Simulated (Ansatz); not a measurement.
# LaNb3N6: the cost of one run

Program: Ansatz 0.2.0. Level of theory: DFT PBE, scalar-relativistic, plane waves, PAW. These are calculated values, not measurements.

1 further run of the same task is left out (it didn't finish).

## 1. The structure to begin with

The structure is cubic, space group Fm-3m (No. 225). The conventional cell has a = 8.014 Å, b = 8.014 Å, c = 8.014 Å, α = 90.00°, β = 90.00°, γ = 90.00°. Around La (site symmetry m-3m) lie 6 N at 1.72 Å. Nb (site symmetry -43m) has 12 N at 2.85 Å as nearest neighbours. Around Nb (site symmetry m-3m) lie 6 N at 2.29 Å. N (site symmetry 4mm) has 1 La at 1.72 Å and 1 Nb at 2.29 Å as nearest neighbours.

As a file:

```cif
data_structure
_symmetry_space_group_name_H-M 'Fm-3m'
_symmetry_Int_Tables_number 225
_cell_length_a 8.0138
_cell_length_b 8.0138
_cell_length_c 8.0138
_cell_angle_alpha 90.000
_cell_angle_beta 90.000
_cell_angle_gamma 90.000
_cell_volume 514.66
loop_
_atom_site_label
_atom_site_type_symbol
_atom_site_symmetry_multiplicity
_atom_site_Wyckoff_symbol
_atom_site_fract_x
_atom_site_fract_y
_atom_site_fract_z
_atom_site_occupancy
La1 La 4 a 0.00000 0.00000 0.00000 1
Nb1 Nb 8 c 0.25000 0.25000 0.75000 1
Nb2 Nb 4 b 0.50000 0.00000 0.00000 1
N1 N 24 e 0.21409 0.00000 0.00000 1
```

The cell is invented: species swapped into a database cell of Cs3InF6 (Fm-3m, No. 225), with Nb on the Cs sites, La on the In sites and N on the F sites. Lengths come from tabulated atomic sizes and are only a guess.

## 2. The guess as it stands, on a coarse mesh

input.yaml

```yaml
crystal:
  lattice:
    - [0.0, 4.00691111, 4.00691111]
    - [4.00691111, 0.0, 4.00691111]
    - [4.00691111, 4.00691111, 0.0]
  atoms:
    - { symbol: La, position: [0.0, 0.0, 0.0] }
    - { symbol: Nb, position: [0.75, 0.75, 0.75] }
    - { symbol: Nb, position: [0.25, 0.25, 0.25] }
    - { symbol: Nb, position: [0.5, 0.5, 0.5] }
    - { symbol: "N", position: [0.78591295, 0.21408705, 0.21408705] }
    - { symbol: "N", position: [0.21408705, 0.21408705, 0.78591295] }
    - { symbol: "N", position: [0.21408705, 0.78591295, 0.78591295] }
    - { symbol: "N", position: [0.21408705, 0.78591295, 0.21408705] }
    - { symbol: "N", position: [0.78591295, 0.21408705, 0.78591295] }
    - { symbol: "N", position: [0.78591295, 0.78591295, 0.21408705] }
basis:
  ecutwfc: 420
kpoints:
  mp_grid: { grid: [4, 4, 4] }
hamiltonian:
  xc: pbe
scf:
  occupations: { method: gaussian, width: 0.1 }
  lower_state_search: "off"
output:
  forces: true
  stress: true
  eigenvalues: true
```

On the command line:

```console
$ ansatz run input.yaml --threads 1 --pin off --max-ram 2048MiB --backend cpu --events-out ev --progress --plain --runs-dir out
```

**Question.** How long does this run take on 1 thread of Arm Neoverse V1, shared host, and how much memory does it need?

About 4.7 s, with a peak of 0.41 GiB.
